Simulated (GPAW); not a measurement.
Write an ASE script for GPAW 26.7.0 that does the following.

| Quantity | Value |
| --- | --- |
| Task | single point |
| Functional | PBE |
| Potentials or basis | GPAW PAW data sets (gpaw-data 1.2.1) |
| Cutoff | 450 eV |
| Basis | pw |
| k mesh | 11 × 11 × 1 |
| Occupations | fermi-dirac, width 0.05 eV |
| Spin | no spin polarisation |
| Maxiter | 150 |
| Dipole layer | yes |

Al, a slab with vacuum:

```
Al
1.0
     2.86234    0.00000    0.00000
    -1.43117    2.47886    0.00000
     0.00000    0.00000   24.34836
Al
5
Direct
  0.66667 0.33333 0.30803
  0.33333 0.66667 0.40401
  0.00000 0.00000 0.50000
  0.66667 0.33333 0.59599
  0.33333 0.66667 0.69197
```

The cell isn't the ideal one: the (1 1 1) slab of Al, cut from the database cell, not relaxed.

One way to write it, as run:

run.py

```python
import numpy as np
from ase import Atoms
from ase.dft.bandgap import bandgap
from ase.io import write
from ase.units import Bohr
from gpaw import GPAW, PW
from gpaw.elf import elf_from_dft_calculation

atoms = Atoms(['Al', 'Al', 'Al', 'Al', 'Al'],
              cell=[[2.862339966, 0, 0],
                    [-1.431169983, 2.4788591248, 0],
                    [0.0, 0.0, 24.3483631827]],
              scaled_positions=[[0.6666666667, 0.3333333333, 0.3080289194],
                                [0.3333333333, 0.6666666667, 0.4040144597],
                                [0.0, 0.0, 0.5],
                                [0.6666666667, 0.3333333333, 0.5959855403],
                                [0.3333333333, 0.6666666667, 0.6919710806]],
              pbc=True)
atoms.pbc = (True, True, False)

calc = GPAW(mode=PW(450),
            xc='PBE',
            kpts={'size': (11, 11, 1), 'gamma': True},
            occupations={'name': 'fermi-dirac', 'width': 0.05},
            nbands=19,
            convergence={'density': 1e-05, 'energy': 1e-05},
            maxiter=150,
            poissonsolver={'dipolelayer': 'xy'},
            txt='gpaw.txt')
atoms.calc = calc
energy = atoms.get_potential_energy()
forces = atoms.get_forces()
calc.write('gs.gpw')
write('result.traj', atoms)
print(f'Energy: {energy:.6f} eV')
print('Forces (eV/A):')
print(forces.round(4))
print('Fermi level:', round(calc.get_fermi_level(), 4), 'eV')
print(f'Gap: {bandgap(calc)[0]:.4f} eV, direct: {bandgap(calc, direct=True)[0]:.4f} eV')

v = calc.get_electrostatic_potential().mean(axis=(0, 1))
z = np.arange(len(v)) * atoms.cell[2, 2] / len(v)
ef = calc.get_fermi_level()
np.savetxt('planar.dat', np.c_[z, v], fmt='%.4f')
below, above = np.interp([1.5, atoms.cell[2, 2] - 1.5], z, v) - ef
print(f'Work functions: bottom {below:.4f} eV, top {above:.4f} eV')
print('Dipole moment:', *calc.get_dipole_moment().round(5), 'e A')

# fields on the real-space grid
write('density.cube', atoms, data=calc.get_pseudo_density() * Bohr**3)
write('potential.cube', atoms, data=calc.get_electrostatic_potential())
write('elf.cube', atoms, data=elf_from_dft_calculation(calc).data)
```

Potentials or basis: GPAW PAW data sets (gpaw-data 1.2.1), pw.

Command:

```bash
$ OMP_NUM_THREADS=1 python run.py
```

Results of the run:

```
Largest force                   : 0.090 eV/Å
Band gap on the k mesh          : none (metal or under the smearing width)
Dipole across the slab          : 0.00 e·Å
Work function of the upper face : 4.03 eV
Work function of the lower face : 4.03 eV
```

Run time: 21 s on 1 thread of Arm Neoverse V1, with other jobs on the host, peak memory 0.19 GiB.
